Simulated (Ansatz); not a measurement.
# MnB5: the cost of one run

Method: DFT PBE, scalar-relativistic, plane waves, PAW, in Ansatz 0.2.0.

### Step 1. Starting point

Symmetry: F-43m, No. 216, cubic system. The conventional cell has a = 5.913 Å, b = 5.913 Å, c = 5.913 Å, α = 90.00°, β = 90.00°, γ = 90.00°. Around Mn (site symmetry -43m) lie 16 B at 2.45 to 2.56 Å. B (site symmetry -43m) has 12 B at 2.45 Å and 4 Mn at 2.56 Å in its first shell of neighbours. Around B (site symmetry 3m) lie 9 B at 2.09 to 2.45 Å and 3 Mn at 2.45 Å.

Structure file:

```cif
data_structure
_symmetry_space_group_name_H-M 'F-43m'
_symmetry_Int_Tables_number 216
_cell_length_a 5.9128
_cell_length_b 5.9128
_cell_length_c 5.9128
_cell_angle_alpha 90.000
_cell_angle_beta 90.000
_cell_angle_gamma 90.000
_cell_volume 206.72
loop_
_atom_site_label
_atom_site_type_symbol
_atom_site_symmetry_multiplicity
_atom_site_Wyckoff_symbol
_atom_site_fract_x
_atom_site_fract_y
_atom_site_fract_z
_atom_site_occupancy
Mn1 Mn 4 a 0.00000 0.00000 0.00000 1
B1 B 4 d 0.25000 0.25000 0.75000 1
B2 B 16 e 0.62500 0.12500 0.87500 1
```

The cell is invented: species swapped into a database cell of ZrCu5 (F-43m, No. 216), with Mn on the Zr sites and B on the Cu sites. Its size is a rough estimate.

### Step 2. Probe: one point on a coarse mesh

Contents of input.yaml:

```yaml
crystal:
  lattice:
    - [0.0, 2.95639871, 2.95639871]
    - [2.95639871, 0.0, 2.95639871]
    - [2.95639871, 2.95639871, 0.0]
  atoms:
    - { symbol: Mn, position: [0.0, 0.0, 0.0], spin: 4.0 }
    - { symbol: B, position: [0.25, 0.25, 0.25] }
    - { symbol: B, position: [0.125, 0.625, 0.625] }
    - { symbol: B, position: [0.625, 0.625, 0.625] }
    - { symbol: B, position: [0.625, 0.125, 0.625] }
    - { symbol: B, position: [0.625, 0.625, 0.125] }
basis:
  ecutwfc: 420
kpoints:
  mp_grid: { grid: [6, 6, 6] }
hamiltonian:
  xc: pbe
scf:
  occupations: { method: gaussian, width: 0.1 }
  lower_state_search: "off"
output:
  forces: true
  stress: true
  eigenvalues: true
  populations: true
magnetization:
  spin_polarized: true
```

On the command line:

```bash
> ansatz run input.yaml --threads 1 --pin off --max-ram 2560MiB --backend cpu --events-out ev --progress --plain --runs-dir out
```

What time and memory should one allow on 1 thread of Arm Neoverse N1, shared host?

About 14 s, with a peak of 0.32 GiB.
